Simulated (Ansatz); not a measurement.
**CH4ClGa (SMILES [CH3][GaH][Cl]) at r2SCAN/def2-SVP**

Aim: the vertical ionisation energy of CH4ClGa at r2SCAN/def2-SVP, from 2 runs. 

The results are computed with Ansatz 0.2.0.

62 further runs of the same task are left out: 62 set aside as unsound or not needed. Runs told in other sessions of the task aren't counted.

### 1 The system as given

CH4ClGa has 7 atoms, charge 0, and is taken as a singlet. As SMILES, `[CH3][GaH][Cl]`. Geometry: relaxed at PBE0-D4/def2-TZVP.

Bond lengths: C1–Ga2 1.952 Å, Ga2–Cl3 2.160 Å, C1–H4 1.093 Å, C1–H5 1.089 Å, C1–H6 1.093 Å, Ga2–H7 1.560 Å. Angles: C1–Ga2–Cl3 116.2°, C1–Ga2–H7 130.1°, Cl3–Ga2–H7 113.7°, Ga2–C1–H4 110.2°, Ga2–C1–H5 110.9°, Ga2–C1–H6 109.9°, H4–C1–H5 109.3°, H4–C1–H6 107.4°, H5–C1–H6 109.1°.

### 2 A single-point energy at r2SCAN/def2-SVP

The input, job.yaml:

```yaml
basis:
  gaussian: {orbitals: def2-SVP}
crystal:
  periodic: [false, false, false]
  atoms:
    - symbol: C
      position_ang: [-0.730500, 0.588300, -0.200700]
    - symbol: Ga
      position_ang: [0.846300, -0.538100, 0.035700]
    - symbol: Cl
      position_ang: [0.865000, -1.794800, 1.792800]
    - symbol: H
      position_ang: [-0.435900, 1.637200, -0.283800]
    - symbol: H
      position_ang: [-1.418300, 0.473600, 0.636300]
    - symbol: H
      position_ang: [-1.245900, 0.318700, -1.126000]
    - symbol: H
      position_ang: [2.119300, -0.684800, -0.854300]
hamiltonian: {xc: r2scan}
accuracy: high
output: {orbitals: {seedname: orbitals}}
```

Started as:

```
$ ansatz run job.yaml --threads 1 --pin off --max-ram 3480MiB --events-out events.jsonl --progress --plain --runs-dir runs
```

What it wrote:

```text
Warning: RAYON_NUM_THREADS=1 ignored (pool sized by the plan → 1); use --threads N
Functional definition: r2SCAN
  name "r2SCAN"
  parameter k0 = 0.174
  parameter k1 = 0.065
  parameter a1 = 4.9479
  exchange = r2scan_x(k0 = k0, k1 = k1, a1 = a1)
  correlation = r2scan_c
1770 factors; integrals over basis functions are off by at most 8.8e-9 eV
mean field evaluation 1: about -65984.6188 eV, gradient 5.5e1 eV
mean field evaluation 2: about -65976.2272 eV, gradient 7.6e1 eV
mean field evaluation 4: about -65991.3179 eV, gradient 2.1e0 eV
mean field evaluation 8: about -65991.3181 eV, gradient 3.5e-2 eV
mean field evaluation 16: about -65991.3181 eV, gradient 5.7e-6 eV
mean field -65991.31809187 eV, -2425.1362093542 hartree, gradient 3.3e-8 eV, S^2 0.000000; 0 other end points of the search recorded, 0 dependent functions left out
reference -65991.31809266 eV, -2425.1362093833 hartree; 29, 29 occupied and 55, 55 virtual orbitals, 1770 factors
Total energy: -65991.31809266 eV, -2425.1362093833 hartree
```

Wall time 5.4 s (1 thread of Intel Xeon 6975P-C (Granite Rapids), shared host); peak memory 0.27 GiB.

### 3 The doublet cation at the same level

The input, job.yaml:

```yaml
crystal:
  periodic: [false, false, false]
  atoms:
    - {symbol: C, position_ang: [-0.730500, 0.588300, -0.200700]}
    - {symbol: Ga, position_ang: [0.846300, -0.538100, 0.035700]}
    - {symbol: Cl, position_ang: [0.865000, -1.794800, 1.792800]}
    - {symbol: H, position_ang: [-0.435900, 1.637200, -0.283800]}
    - {symbol: H, position_ang: [-1.418300, 0.473600, 0.636300]}
    - {symbol: H, position_ang: [-1.245900, 0.318700, -1.126000]}
    - {symbol: H, position_ang: [2.119300, -0.684800, -0.854300]}
basis:
  gaussian: {orbitals: def2-SVP}
total_charge: 1
magnetization: {spin_polarized: true, initial_magnetization: 1}
hamiltonian: {xc: {name: r2SCAN}}
accuracy: high
output: {orbitals: {seedname: orbitals}}
```

Started as:

```
$ ansatz run job.yaml --threads 1 --pin off --max-ram 3480MiB --events-out events.jsonl --progress --plain --runs-dir runs
```

What it wrote:

```text
Warning: RAYON_NUM_THREADS=1 ignored (pool sized by the plan → 1); use --threads N
Functional definition: r2SCAN
  name "r2SCAN"
  parameter k0 = 0.174
  parameter k1 = 0.065
  parameter a1 = 4.9479
  exchange = r2scan_x(k0 = k0, k1 = k1, a1 = a1)
  correlation = r2scan_c
1769 factors; integrals over basis functions are off by at most 8.8e-9 eV
mean field evaluation 1: about -65968.5293 eV, gradient 5.0e1 eV
mean field evaluation 2: about -65918.6218 eV, gradient 9.0e1 eV
mean field evaluation 4: about -65977.3790 eV, gradient 2.3e1 eV
mean field evaluation 8: about -65981.2570 eV, gradient 3.5e-1 eV
mean field evaluation 16: about -65981.2481 eV, gradient 5.2e-4 eV
mean field evaluation 32: about -65979.5618 eV, gradient 4.7e0 eV
mean field -65981.24807960 eV, -2424.7661432291 hartree, gradient 4.3e-8 eV, S^2 0.758224; 1 other end points of the search recorded, 0 dependent functions left out
reference -65981.24808239 eV, -2424.7661433316 hartree; 29, 28 occupied and 55, 56 virtual orbitals, 1769 factors
Total energy: -65981.24808239 eV, -2424.7661433316 hartree
```

Run time: 11 s. Hardware: 1 thread of Intel Xeon 6975P-C (Granite Rapids), shared host; peak memory 0.4 GiB.

### 4 Summary of results

At r2SCAN/def2-SVP:

| quantity | value |
| --- | --- |
| singlet CH4ClGa: total energy | -2425.13621 Eh |
| singlet CH4ClGa: HOMO energy | -7.02 eV |
| singlet CH4ClGa: LUMO energy | -1.75 eV |
| singlet CH4ClGa: HOMO–LUMO gap | 5.27 eV |
| doublet cation: total energy | -2424.76614 Eh |
| doublet cation: HOMO energy (highest over α and β) | -14.21 eV |
| doublet cation: LUMO energy (lowest over α and β) | -13.05 eV |
| doublet cation: ⟨S²⟩ | 0.758 |
| vertical ionisation energy (to the doublet cation) | 10.070 eV |

**Reading.** Removing an electron at fixed nuclei costs 10.07 eV (232 kcal/mol). The negative HOMO energy of the first species, 7.02 eV, lies 3.05 eV below that difference.
